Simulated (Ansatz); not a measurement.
# FGeH3S3: one species, many methods

One table from this session's results is given with a row withheld; the runs are named, their logs left out.

Program: Ansatz 0.2.0, Gaussian basis. Level of theory: functionals in def2-TZVPP, the program's frozen cores in correlated methods. These are calculated values, not measurements.

The runs, in order: LDA (SPW92), PBE-D4, revPBE-D4, BLYP-D4, r2SCAN-D4, B97M-V, PBE0-D4, B3LYP-D4, r2SCANh-D4, r2SCAN0-D4, HSE06-D4, BHLYP-D4, CAM-B3LYP-D4, LC-ωPBE, ωB97X-V, ωB97M-V, B2PLYP, PBE-QIDH; CCSD(T)/def2-SVP; CCSD(T)/def2-TZVPP; MP2/def2-QZVPP; extrapolation to the limit; RPA on PBE.

## The relaxed structure

An earlier PBE0-D4 in a triple-zeta def2 set relaxation fixed the geometry.

8 atoms, charge 0, spin multiplicity 1.

Atoms are counted from 1 here; the program's logs count them from 0.

Bond lengths: F1–Ge2 1.735 Å, Ge2–S3 2.198 Å, Ge2–S4 2.198 Å, Ge2–S5 2.204 Å, S3–H6 1.345 Å, S4–H7 1.344 Å, S5–H8 1.344 Å. Angles: F1–Ge2–S3 108.7°, F1–Ge2–S4 110.7°, F1–Ge2–S5 100.6°, S3–Ge2–S4 105.9°, S3–Ge2–S5 116.2°, S4–Ge2–S5 114.5°, Ge2–S3–H6 92.3°, Ge2–S4–H7 92.2°, Ge2–S5–H8 92.4°.

Set-up of the first run:

The input, in.yaml:

```yaml
crystal:
  periodic: [false, false, false]
  atoms:
    - {symbol: F, position_ang: [-1.658862, 0.464966, 1.092679]}
    - {symbol: Ge, position_ang: [-0.187778, 0.216447, 0.206349]}
    - {symbol: S, position_ang: [1.494987, 0.205095, 1.619813]}
    - {symbol: S, position_ang: [0.187710, 1.892943, -1.163990]}
    - {symbol: S, position_ang: [-0.632087, -1.697910, -0.791613]}
    - {symbol: H, position_ang: [0.918775, -0.741887, 2.380923]}
    - {symbol: H, position_ang: [-0.638115, 1.385830, -2.095164]}
    - {symbol: H, position_ang: [0.607569, -1.782685, -1.304796]}
basis:
  gaussian: {orbitals: def2-TZVPP}
hamiltonian: {xc: lda}
output: {orbitals: {seedname: orbitals}}
```

Command:

```sh
$ ansatz run in.yaml --threads 4 --pin off --events-out ev --progress --plain --max-ram 10444MiB
```

Steps of the session up to this table: LDA; PBE-D4 (GGA); revPBE-D4 (GGA); BLYP-D4 (GGA); r2SCAN-D4 (meta-GGA); B97M-V (meta-GGA); B3LYP-D4 (hybrid); r2SCANh-D4 (hybrid); r2SCAN0-D4 (hybrid); HSE06-D4 (hybrid); BHLYP-D4 (hybrid); CAM-B3LYP-D4 (range-separated); LC-ωPBE (range-separated); ωB97X-V (range-separated); ωB97M-V (range-separated); B2PLYP (double hybrid); PBE-QIDH (double hybrid).

One table of the session follows, with a row left open; its other results are not shown here.

It belongs to the step «Orbital energies across the functionals». 

| functional | HOMO (eV) | LUMO (eV) | gap (eV) |
| --- | --- | --- | --- |
| LDA (SPW92) | -6.68 | -2.56 | 4.12 |
| PBE-D4 | ? | ? | ? |
| revPBE-D4 | -6.50 | -2.20 | 4.31 |
| BLYP-D4 | -6.37 | -2.21 | 4.16 |
| r2SCAN-D4 | -6.86 | -2.09 | 4.77 |
| B97M-V | -6.93 | -1.97 | 4.96 |
| PBE0-D4 | -7.81 | -1.37 | 6.44 |
| B3LYP-D4 | -7.54 | -1.64 | 5.90 |
| r2SCANh-D4 | -7.32 | -1.76 | 5.56 |
| r2SCAN0-D4 | -8.00 | -1.26 | 6.75 |
| HSE06-D4 | -7.41 | -1.74 | 5.67 |
| BHLYP-D4 | -8.89 | -0.35 | 8.54 |
| CAM-B3LYP-D4 | -9.11 | -0.33 | 8.78 |
| LC-ωPBE | -10.54 | 0.85 | 11.39 |
| ωB97X-V | -10.16 | 0.78 | 10.94 |
| ωB97M-V | -9.96 | 0.63 | 10.59 |

Q: Estimate the row for PBE-D4 from the others.

**Answer.** HOMO (eV): -6.55; LUMO (eV): -2.30; gap (eV): 4.26. In the column «HOMO (eV)» it lies between LDA (SPW92) (-6.68) and revPBE-D4 (-6.50).
